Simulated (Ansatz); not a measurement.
# Pd: stress in a strained cell

Aim: deform Pd (zz strain of -2 %) and compute stress, forces and field gradients with LAPW, PAW and all-electron datasets made for the crystal.

Computed with Ansatz 0.2.0 (DFT PBEsol, scalar-relativistic, unless a step's input says otherwise).

**1. The structure to begin with**

The structure is cubic, space group Fm-3m (No. 225). The conventional cell has a = 3.890 Å, b = 3.890 Å, c = 3.890 Å, α = 90.00°, β = 90.00°, γ = 90.00°. Pd (site symmetry m-3m) has 12 Pd at 2.75 Å as nearest neighbours.

Coordinates:

```
Pd
1.0
     0.00000    1.94490    1.94490
     1.94490    0.00000    1.94490
     1.94490    1.94490    0.00000
Pd
1
Direct
  0.00000 0.00000 0.00000
```

**2. After the deformation**

Space group Fm-3m before, I4/mmm after.

**3. Full-potential LAPW**

Contents of input.yaml:

```yaml
crystal:
  lattice:
    - [0.0, 1.9449, 1.906002]
    - [1.9449, 0.0, 1.906002]
    - [1.9449, 1.9449, 0.0]
  atoms:
    - { symbol: Pd, position: [0.0, 0.0, 0.0] }
kpoints:
  mp_grid: { grid: [18, 18, 18] }
  band_path:
    path:
      - [0.0, 0.0, 0.0]
      - [0.0, 0.5, 0.5]
      - [0.25, 0.75, 0.5]
      - [0.0, 0.5, 0.0]
      - [0.0, 0.0, 0.0]
      - [0.5, 0.5, 0.0]
      - [0.3801541025, 0.6198458975, 0.0]
      - [-0.3801541025, 0.3801541025, 0.0]
      - [0.0, 0.0, 0.0]
    npoints: 5
scf:
  occupations: { method: fermi_dirac, width: 0.05 }
hamiltonian:
  xc: pbesol
  pseudopotentials: { kind: all_electron, lapw: { basis_error: 0.00025 } }
output:
  forces: true
  stress: true
  eigenvalues: true
```

The run is started by

```bash
ansatz run input.yaml --threads 1 --pin off --max-ram 3072MiB --backend cpu --events-out ev --progress --plain --runs-dir out
```

**4. PAW on the default files**

Contents of input.yaml:

```yaml
crystal:
  lattice:
    - [0.0, 1.9449, 1.906002]
    - [1.9449, 0.0, 1.906002]
    - [1.9449, 1.9449, 0.0]
  atoms:
    - { symbol: Pd, position: [0.0, 0.0, 0.0] }
kpoints:
  mp_grid: { grid: [18, 18, 18] }
scf:
  occupations: { method: fermi_dirac, width: 0.05 }
hamiltonian:
  xc: pbesol
  pseudopotentials: { kind: paw }
output:
  forces: true
  stress: true
  eigenvalues: true
  efg: { contact_densities: true }
  write_density: true
  write_potential: true
  elf: true
  volumetric_format: npy
```

**5. Datasets made for this crystal**

Edit input.yaml of step 4 so:

```diff
@@ -13,3 +13,3 @@
   xc: pbesol
-  pseudopotentials: { kind: paw }
+  pseudopotentials: { kind: all_electron, datasets: crystal }
 output:
@@ -19,5 +19 @@
   efg: { contact_densities: true }
-  write_density: true
-  write_potential: true
-  elf: true
-  volumetric_format: npy
```

(Steps that only read results are left out.)

**Question.** What will these runs give? Wanted: pressure; largest shear or deviatoric stress.

**Answer**, as computed:

```
                                 quantity                                           value
                                 pressure  LAPW 1.87, PAW 1.92, crystal datasets 1.88 GPa
largest shear or deviatoric stress (LAPW)                                        0.83 GPa
```

**Reading.** The largest part of the stress beyond the pressure is 0.83 GPa in size, in the zz component. No run of the undeformed cell stands beside it, so the pressure holds what the given cell had before the change. PAW: stress within 0.05 GPa of LAPW. Crystal datasets: stress within 0.01 GPa of LAPW.
